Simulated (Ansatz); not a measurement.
# TeW: magnetic order and moments

The task here is to estimate one member of a computed series from the others.

Method: DFT PBEsol, scalar-relativistic, plane waves, PAW, in Ansatz 0.2.0.

### The starting structure

It takes space group Fm-3m (No. 225, cubic). The conventional cell has a = 5.481 Å, b = 5.481 Å, c = 5.481 Å, α = 90.00°, β = 90.00°, γ = 90.00°. Around W (site symmetry m-3m) lie 6 Te at 2.74 Å. Around Te (site symmetry m-3m) lie 6 W at 2.74 Å.

Coordinates:

```cif
data_structure
_symmetry_space_group_name_H-M 'P 1'
_symmetry_Int_Tables_number 1
_cell_length_a 3.8759
_cell_length_b 3.8759
_cell_length_c 3.8759
_cell_angle_alpha 60.000
_cell_angle_beta 60.000
_cell_angle_gamma 60.000
_cell_volume 41.17
loop_
_atom_site_label
_atom_site_type_symbol
_atom_site_fract_x
_atom_site_fract_y
_atom_site_fract_z
_atom_site_occupancy
W1 W 0.00000 0.00000 0.00000 1
Te1 Te 0.50000 0.50000 0.50000 1
```

This is a hypothetical structure, made by putting the elements on a prototype's sites.

The first run:

(A quick probe on a coarse mesh, which set the mesh and smearing, is not shown.)

input.yaml reads:

```yaml
crystal:
  lattice:
    - [0.0, 2.7406921582, 2.7406921582]
    - [2.7406921582, 0.0, 2.7406921582]
    - [2.7406921582, 2.7406921582, 0.0]
  atoms:
    - { symbol: W, position: [0.0, 0.0, 0.0], spin: 0.68 }
    - { symbol: Te, position: [0.5, 0.5, 0.5] }
basis:
  ecutwfc: 420
kpoints:
  mp_grid: { grid: [14, 14, 14] }
hamiltonian:
  xc: pbesol
scf:
  occupations: { method: gaussian, width: 0.1 }
output:
  forces: true
  stress: true
  eigenvalues: true
  populations: true
magnetization:
  spin_polarized: true
relax:
  adjacent_minimum: "off"
  f_tol: 0.01
  max_steps: 80
  cell: { stress_tol: 0.05 }
```

Started as:

```bash
$ ansatz run input.yaml --threads 1 --pin off --max-ram 2560MiB --backend cpu --events-out ev --progress --plain --runs-dir out
```

Among the steps run: Full relaxation; Magnetic start: no spin polarisation; Magnetic start: ferromagnetic; Start: large parallel starting moments; Start: antiferromagnetic, doubled cell, propagation vector (0, 0, 1/2); Magnetic start: antiferromagnetic, doubled cell, propagation vector (0, 1/2, 1/2); Start: small parallel starting moments.

One table of the session follows, with a row left open; its other results are not shown here.

It belongs to the step «The magnetic starts in order of energy». 

| start | energy above the lowest (meV/atom) | pressure (GPa) |
| --- | --- | --- |
| ferromagnetic | 0.00 | 0.0 |
| large parallel starting moments | 0.00 | 0.0 |
| small parallel starting moments | 0.00 | 0.0 |
| antiferromagnetic, doubled cell, propagation vector (0, 1/2, 1/2) | 2.80 | 0.6 |
| antiferromagnetic, doubled cell, propagation vector (0, 0, 1/2) | ? | ? |
| no spin | 37.4 | -3.0 |

Estimate the missing values for antiferromagnetic, doubled cell, propagation vector (0, 0, 1/2).

As computed: energy above the lowest (meV/atom): 33.4; pressure (GPa): -1.6. In the column «energy above the lowest (meV/atom)» it lies between antiferromagnetic, doubled cell, propagation vector (0, 1/2, 1/2) (2.80) and no spin (37.4).

To keep in mind: Warnings in the runs' records: stability check not made.
